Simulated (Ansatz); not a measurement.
# ZrC (singlet): the correlation ladder at distance Zr1–C2 = 1.711 Å, def2-TZVPP

An exercise on one series of results from a longer session: the logs are not shown, and one member is left open.

The runs use Ansatz 0.2.0, Gaussian basis; def2-TZVPP, core rule «outside noble gas», up to 5 orbitals frozen.

Plan: UHF; CCSD(T) on RHF; CCSD(T) on UHF; CCSDT(Q) on RHF.

19 further runs of the same task are left out: 6 for a known fault of the program, 1 for a mislabelled method, 10 that didn't finish, 2 set aside as unsound or not needed.

### What is computed

The geometry derives from a PBE0/def2-TZVP stationary point (not a proven minimum). One bond is set to the value named and the two fragments are kept rigid. No spin-orbit coupling is included. Elements past krypton take def2 core potentials.

2 atoms, charge 0, spin multiplicity 1.

Atoms are counted from 1 here; the program's logs count them from 0.

Bond lengths: Zr1–C2 1.711 Å.

Geometry (Å):

```xyz
2
charge 0, multiplicity 1
Zr    0.0000    0.0000    0.0000
C     0.0000    0.0000    1.7112
```

Set-up of the first run:

File in.yaml:

```yaml
crystal:
  periodic: [false, false, false]
  atoms:
    - {symbol: Zr, position_ang: [0.000000, 0.000000, 0.000000]}
    - {symbol: C, position_ang: [0.000000, 0.000000, 1.711236]}
basis:
  gaussian: {orbitals: def2-TZVPP}
magnetization: {spin_polarized: true, initial_magnetization: 0}
hamiltonian: {xc: hf}
output: {orbitals: {seedname: orbitals}}
```

Started as:

```sh
$ ansatz run in.yaml --threads 1 --pin off --events-out ev --progress --plain --max-ram 2393MiB
```

Steps of the session up to this table: UHF; CCSD(T) on RHF; CCSD(T) on UHF; CCSDT(Q) on RHF.

One of the session's tables, all rows but one given; the rest of the session is left out.

| method | from RCCSDT(Q) (kcal/mol) |
| --- | --- |
| RHF | +182.66 |
| UHF | ? |
| RMP2 | +3.72 |
| RCCSD | +15.61 |
| RCCSD(T) | +1.79 |
| RCCSDT | +2.04 |
| RCCSDT(Q) | 0 |

Q: Estimate the row for UHF from the others.

The run gave: from RCCSDT(Q) (kcal/mol): +160.89. In the column «from RCCSDT(Q) (kcal/mol)» it lies between RCCSD (+15.61) and RHF (+182.66).

Not comparable, so not listed: CCSD(T) on UHF (they don't share determinant, frozen orbitals or solution with the rows shown, or repeat one).

To keep in mind: The determinant is far from a pure spin state, so its energy mixes those of several spin states (harmless only where they are near-degenerate, as at dissociation). Warnings: restricted reference is unstable; spin contamination; large T1 diagnostic.
